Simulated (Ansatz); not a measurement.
Predict the output of the script below (the Ansatz DFT code, driven from Python).

`h7o2ssi3.xyz`
```text
13

Si   -2.30160   -1.35890   -0.35890
O    -2.33810    0.35670   -0.25960
Si   -0.80320    0.81480    0.36670
O     0.41230    0.53770   -0.82260
Si    1.92690    0.77870   -0.04010
S     2.44790   -0.96610    1.10060
H    -1.50860   -1.77090   -1.52750
H    -3.67330   -1.86930   -0.49720
H    -0.84120    2.24850    0.69380
H    -0.51860    0.07040    1.60790
H     1.90620    1.96650    0.83120
H     2.95830    0.99050   -1.06600
H     2.33290   -1.79840   -0.02820
```

Script `h7o2ssi3.py`:
```python
"""Single point of H7O2SSi3."""

import logging
import sys

import ansatz as az

logging.basicConfig(stream=sys.stdout, format="%(levelname)s %(message)s")
log = logging.getLogger("h7o2ssi3")
log.setLevel(logging.INFO)

params = {
    "basis": "def2-SVP",
    "functional": "pbe0",
    "dispersion": "d3bj",
}

h7o2ssi3 = az.Crystal.molecule_from_extxyz("h7o2ssi3.xyz")

setup = h7o2ssi3.calculation()
setup = setup.basis(gaussian=params["basis"])
setup = setup.functional(params["functional"], dispersion=params["dispersion"])
setup = setup.spin("collinear", total=1)
result = setup.run()
summary = result.report

log.info(f"E = {summary['free_energy_ev']:.6f} eV = {summary['free_energy_ev'] / 27.211386246:.7f} Ha")
print("converged:", summary["converged"], " doubts:", summary["published_state_doubts"] or "none")
```

```console
$ python h7o2ssi3.py
INFO E = -38647.128015 eV = -1420.2557586 Ha
converged: True  doubts: none
```

What to keep in mind:
- The settings weren't tested for convergence.
- The geometry is a force-field or estimated start, not a minimum of this method, and the basis set is short of its limit.
- The species is open-shell (spin multiplicity 2).
- It ran for 15 s on 1 thread of Intel(R) Xeon(R) Platinum 8259CL CPU @ 2.50GHz (Skylake/Cascade Lake), with other jobs on the host, peak memory 0.55 GiB.

(A comment or docstring line of the script was reworded after the run, the code is as it ran; lines on the test bed's own set-up are left out of the output.)
